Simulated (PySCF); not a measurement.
# C8H13NSn: the cost of one run

Computed with PySCF 2.14.0 and routines of our own; the level stands in each step. Atoms count from 0.

## 1. The starting structure

23 atoms, charge 0, multiplicity 1; geometry from: GFN2-xTB.

## 2. Geometry optimisation at PBE0-D3(BJ)/def2-SVP

What the job is given:

```
{"job": {"xc": "PBE0", "basis": "def2-SVP", "d3": "d3bj", "grid": 1, "maxiter": 30, "shake": 0.01, "kind": "geom"}, "charge": 0, "multiplicity": 1}
C     -2.226780     1.366260    -0.862760
Sn    -1.110730    -0.298070    -0.041470
C     -1.874590    -0.743810     1.971270
C     -1.285990    -2.059080    -1.331510
C      1.009730     0.251720     0.039330
C      1.999550    -0.601500    -0.391620
C      3.336910    -0.203950    -0.322400
N      3.721590     0.979900     0.136550
C      2.763170     1.804670     0.582080
C      1.411340     1.489730     0.549530
H     -1.915130     1.625410    -1.859400
H     -3.292940     1.135480    -0.904010
H     -2.164310     2.284220    -0.256770
H     -2.899530    -1.075270     1.924140
H     -1.820970     0.130690     2.607850
H     -1.261090    -1.507350     2.449560
H     -0.793850    -2.901260    -0.909430
H     -2.376700    -2.312720    -1.417650
H     -0.924540    -1.871770    -2.315130
H      1.728340    -1.573440    -0.777700
H      4.108720    -0.851390    -0.669690
H      3.119010     2.734710     0.926640
H      0.696460     2.220380     0.875430
```

On the command line:

```bash
> OMP_NUM_THREADS=1 python heavy_run.py task.json out
```

One launch serves the whole session: the jobs run in the order shown.

Q: Estimate the wall time and peak memory of this first job on 1 thread of Arm Neoverse V1, shared host.

About 4.5 min, with a peak of 1.1 GiB.
